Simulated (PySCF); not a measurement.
**singlet InCl2O− at 6 levels**

We compute a comparison of 6 runs (HF/3-21G, B2PLYP/def2-SVPD, CAM-B3LYP/def2-SVPD, PBE/def2-SVPD, wB97M-V/def2-SVPD, CCSD(T)/def2-SVPD) of singlet InCl2O−. Input form: a Python script.

The calculation is run with PySCF 2.14.0.

1 further run of the same task is left out (set aside as unsound or not needed).

### 1 The system as given

The species is InCl2O− (4 atoms), meant as a singlet with charge -1. SMILES of the parent species: `[O][In]([Cl])[Cl]`. The shape is that of a PBE0-D4/def2-TZVP optimisation. That shape belongs to the parent species and isn't relaxed for this state.

Bond lengths: O1–In2 1.989 Å, In2–Cl3 2.293 Å, In2–Cl4 2.293 Å. Angles: O1–In2–Cl3 119.2°, O1–In2–Cl4 119.2°, Cl3–In2–Cl4 121.6°.

### 2 A single-point energy at HF/3-21G (run 1)

Input file run.py:

```python
from pyscf import gto

mol = gto.Mole()
mol.atom = [
    ('O', (0.606300, 1.014000, 1.667600)),
    ('In', (0.031700, 0.016000, 0.045400)),
    ('Cl', (0.741600, -2.145000, -0.248200)),
    ('Cl', (-1.324100, 1.054700, -1.485200)),
]
mol.basis = '3-21g'
mol.max_memory = 1860
mol.verbose = 3
mol.charge = -1
mol.build()

mf = mol.RHF()
mf.conv_tol = 1e-10
mf.kernel()
if not mf.converged:
    mf = mf.newton().run(mf.mo_coeff, mf.mo_occ)

energy = mf.e_tot
print(f'total energy: {energy:.8f} hartree')
```

Started as:

```bash
$ OMP_NUM_THREADS=1 python run.py
```

Output:

```text
converged SCF energy = -6703.89511490865
total energy: -6703.89511491 hartree
```

Wall time 1.4 s (1 thread of Intel Xeon at 2.70GHz, shared host); peak memory 0.14 GiB.

### 3 The energy at B2PLYP/def2-SVPD (core potential) (run 2)

Input file input.py:

```python
from pyscf import gto, dft, mp

mol = gto.Mole()
mol.atom = '''
O      0.606300     1.014000     1.667600
In     0.031700     0.016000     0.045400
Cl     0.741600    -2.145000    -0.248200
Cl    -1.324100     1.054700    -1.485200
'''
mol.spin = 0
mol.charge = -1
mol.verbose = 3
mol.basis = 'def2-svpd'
mol.max_memory = 1860
mol.ecp = {'In': 'def2-svp'}
mol.build()

ks = dft.RKS(mol, xc='0.53*HF + 0.47*B88, 0.73*LYP')
ks.grids.level = 5
ks.conv_tol = 1e-10
ks.kernel()
if not ks.converged:
    ks = ks.newton().run(ks.mo_coeff, ks.mo_occ)

pt = mp.MP2(ks, frozen=15).run()
e_final = ks.e_tot + 0.27 * pt.e_corr
print('PT2 part  %.8f' % (0.27 * pt.e_corr))
print('Final energy', e_final)
```

Started as:

```bash
$ OMP_NUM_THREADS=1 python input.py
```

Output:

```text
converged SCF energy = -1184.74293185468
E(RMP2) = -1185.52923509124  E_corr = -0.786303236563055
E(SCS-RMP2) = -1185.49098237803  E_corr = -0.748050523355307
PT2 part  -0.21230187
Final energy -1184.955233728548
```

It took 26 s on 1 thread of Intel Xeon at 2.70GHz, shared host; peak memory 0.58 GiB.

Runs 3 to 4 aren't shown in full; the table further down has their settings and results.

### 4 The energy at wB97M-V/def2-SVPD (core potential) (run 5)

Input file mol.xyz:

```xyz
4
Cl2InO
O      0.606300     1.014000     1.667600
In     0.031700     0.016000     0.045400
Cl     0.741600    -2.145000    -0.248200
Cl    -1.324100     1.054700    -1.485200
```

Input file calc.py:

```python
from pyscf import gto, dft

mol = gto.M(
    atom='mol.xyz',
    basis='def2-svpd',
    verbose=3,
    ecp={'In': 'def2-svp'},
    max_memory=1860,
    charge=-1,
)

mf = dft.RKS(mol)
mf.xc = 'wb97m-v'
mf.conv_tol = 1e-10
mf.grids.level = 5
mf.nlcgrids.level = 1
mf.kernel()
if not mf.converged:
    mf = mf.newton().run(mf.mo_coeff, mf.mo_occ)

etot = mf.e_tot
print(f'total energy: {etot:.8f} hartree')
```

Started as:

```bash
$ OMP_NUM_THREADS=1 python calc.py
```

Output:

```text
converged SCF energy = -1185.45562409938
total energy: -1185.45562410 hartree
```

It took 1.8 min on 1 thread of Intel Xeon at 2.70GHz, shared host; peak memory 0.61 GiB.

### 5 The energy at CCSD(T)/def2-SVPD (core potential) (run 6)

Input file run.py:

```python
from pyscf import gto, scf, cc

mol = gto.Mole()
mol.atom = '''
O      1.145741     1.916182     3.151307
In     0.059904     0.030236     0.085794
Cl     1.401421    -4.053463    -0.469030
Cl    -2.502186     1.993094    -2.806621
'''
mol.ecp = {'In': 'def2-svp'}
mol.basis = 'def2-svpd'
mol.unit = 'bohr'
mol.spin = 0
mol.verbose = 4
mol.max_memory = 1860
mol.charge = -1
mol.build()

myscf = scf.RHF(mol)
myscf.conv_tol = 1e-10
myscf.kernel()
if not myscf.converged:
    myscf = myscf.newton().run(myscf.mo_coeff, myscf.mo_occ)

mycc = cc.CCSD(myscf, frozen=15)
mycc.kernel()
e_t = mycc.ccsd_t()
e_final = mycc.e_tot + e_t
print(f'total energy: {e_final:.8f} hartree')
```

Started as:

```bash
$ OMP_NUM_THREADS=1 python run.py
```

Output:

```text
PySCF version 2.14.0

[... 66 lines left out ...]
converged SCF energy = -1182.83618953017
[... 12 lines left out ...]
Init t2, MP2 energy = -1183.45084653251  E_corr(MP2) -0.614657002345591
[... 18 lines left out ...]
CCSD converged
[... 2 lines left out ...]
total energy: -1183.48881313 hartree
```

Run time: 79 s. Hardware: 1 thread of Intel Xeon at 2.70GHz, shared host; peak memory 0.82 GiB.

### 6 Overview of the runs

```csv
run,level,core potential,frozen core orbitals,energy (Eh),HOMO energy (eV),LUMO energy (eV),HOMO–LUMO gap (eV),wall time
1,HF/3-21G,–,–,-6703.895115,-4.05,5.90,9.95,1.4 s
2,B2PLYP/def2-SVPD (core potential),def2-svp,15,-1184.955234,-2.91,3.06,5.96,26 s
3,CAM-B3LYP/def2-SVPD (core potential),def2-svp,–,-1185.544171,-3.01,2.94,5.95,40 s
4,PBE/def2-SVPD (core potential),def2-svp,–,-1185.120418,-0.20,1.49,1.69,24 s
5,wB97M-V/def2-SVPD (core potential),def2-svp,–,-1185.455624,-3.96,3.36,7.32,1.8 min
6,CCSD(T)/def2-SVPD (core potential),def2-svp,15,-1183.488813,-4.93,4.11,9.04,79 s
```

### 7 What came out

| quantity | value |
| --- | --- |
| run 6: total energy | -1183.48881 Eh |
| run 6: HOMO energy (Hartree–Fock orbitals) | -4.93 eV |
| run 6: LUMO energy (Hartree–Fock orbitals) | 4.11 eV |
| run 6: HOMO–LUMO gap (to an unbound level, set by the basis) | 9.04 eV |
| run 6: correlation energy (15 core orbitals frozen) | -652.6 mEh |
| run 6: (T) correction | -25.23 mEh |
| run 6: T1 diagnostic | 0.023 |

What this shows: Over runs 1, 2, 3, 4, 5 the HOMO–LUMO gap runs from 1.69 eV (PBE/def2-SVPD) to 9.95 eV (HF/3-21G). The two ends differ in method and basis and core potential. The empty levels of an anion lie above zero and hang on the basis. Totals of different functionals can't be ranked against each other. Some runs of one species differ in core potentials or relativity; totals across that change don't compare. In run 1 relativity is left out where basis or elements ask for it. All runs together took 4.7 min, the longest 1.8 min.
